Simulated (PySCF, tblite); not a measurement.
# C₆H₁₃O₂PSi: geometry, infrared bands and NMR shifts

Aim: predict the infrared bands and NMR shifts of C₆H₁₃O₂PSi (`C=C(OCC)[Si@]1(P)CCO1`).

The runs use tblite 0.8.0 and PySCF 2.14.0, with density-fitted response routines of our own; the level of theory stands in each step. All values are computed, except where a source is named. Atoms are numbered from 0 throughout.

## (1) The starting structure

23 atoms, charge 0, multiplicity 1; geometry from: force field or distance geometry start.

Bonds of the start (Å): C0–C1 1.33, C1–O2 1.37, O2–C3 1.44, C3–C4 1.53, C1–Si5 1.84, Si5–P6 2.18, Si5–C7 1.85, C7–C8 1.52, C8–O9 1.41, O9–Si5 1.71, C0–H10 1.08, C0–H11 1.09, C3–H12 1.10, C3–H13 1.10, C4–H14 1.10, C4–H15 1.13, C4–H16 1.11, P6–H17 1.46, P6–H18 1.48, C7–H19 1.10, C7–H20 1.10, C8–H21 1.12, C8–H22 1.08.

## (2) Relaxing the molecule with GFN2-xTB

The job: settings as JSON, then the geometry in Å.

```
{"job": {"kind": "relax", "xc": "GFN2-xTB", "basis": "xTB"}, "charge": 0, "multiplicity": 1}
C     -0.515300     0.447700    -1.653500
C     -0.398500     0.260400    -0.344600
O     -1.449000     0.040500     0.511700
C     -2.811200    -0.053400     0.064800
C     -3.779100    -0.295600     1.219900
Si     1.313000     0.283000     0.320900
P      1.982400     2.084200     1.343000
C      2.601300    -0.304700    -0.874600
C      2.727800    -1.602600    -0.103100
O      1.855600    -1.219300     0.932200
H      0.339000     0.614200    -2.296400
H     -1.491200     0.450000    -2.139400
H     -3.055300     0.935300    -0.361600
H     -2.910500    -0.889600    -0.644400
H     -4.773900    -0.608900     0.869000
H     -3.305400    -1.056800     1.901600
H     -3.834200     0.648300     1.810800
H      2.544100     2.971500     0.329900
H      3.113400     1.731000     2.225700
H      3.535700     0.280100    -0.853900
H      2.143000    -0.498000    -1.859000
H      3.759700    -1.741100     0.296000
H      2.403900    -2.449200    -0.684900
```

Command:

```
> OMP_NUM_THREADS=1 python probes_run.py task.json out
```

One launch serves the whole session: the jobs run in the order shown.

**Question.** This job is followed by: GFN2-xTB harmonic vibrations, gas phase; GIAO PBE0/pcSseg-1 NMR shielding, non-relativistic, gas phase. What will the session give for the following? strongest single infrared mode (GFN2-xTB); zero-point energy (GFN2-xTB); ¹³C shifts against TMS (PBE0/pcSseg-1); ¹H shifts against TMS (PBE0/pcSseg-1, means over atoms taken as alike); ¹⁷O shifts against H2O (PBE0/pcSseg-1); ²⁹Si shifts against TMS (PBE0/pcSseg-1); ³¹P shifts against H3PO4 (PBE0/pcSseg-1).

The runs gave:

```
                                                              quantity                                                           value
                             strongest single infrared mode (GFN2-xTB)                                            871 cm⁻¹, 179 km/mol
                                          zero-point energy (GFN2-xTB)                                                  112.0 kcal/mol
                                ¹³C shifts against TMS (PBE0/pcSseg-1)                         172.2, 97.6, 68.6, 65.2, 27.8, 16.6 ppm
¹H shifts against TMS (PBE0/pcSseg-1, means over atoms taken as alike)  4.79, 4.79, 4.74, 4.65, 3.71, 3.64, 2.39, 2.32, 1.46, 1.10 ppm
                                ¹⁷O shifts against H2O (PBE0/pcSseg-1)                                                 161.4, 96.7 ppm
                               ²⁹Si shifts against TMS (PBE0/pcSseg-1)                                                        57.8 ppm
                              ³¹P shifts against H3PO4 (PBE0/pcSseg-1)                                                      -274.7 ppm
```

The optimisation took 199 steps and gained 1.504 eV; among the close pairs (by a distance rule), P6–H18 changed most, from 1.478 to 1.390 Å. All 63 modes are real, so the xTB geometry is a minimum. The strongest single mode, at 871 cm⁻¹, is carried by O9, Si5, C7. GFN2-xTB is a fitted tight-binding method: band positions and strengths are rough. Its intensities can rank the bands wrongly. The most deshielded carbon is C1 (alkene carbon bearing oxygen), at 172.2 ppm: an sp2 carbon further deshielded by the attached heteroatom. At PBE0/pcSseg-1: The widest tensor belongs to C1: span 198 ppm, with a paramagnetic part of -246 ppm.
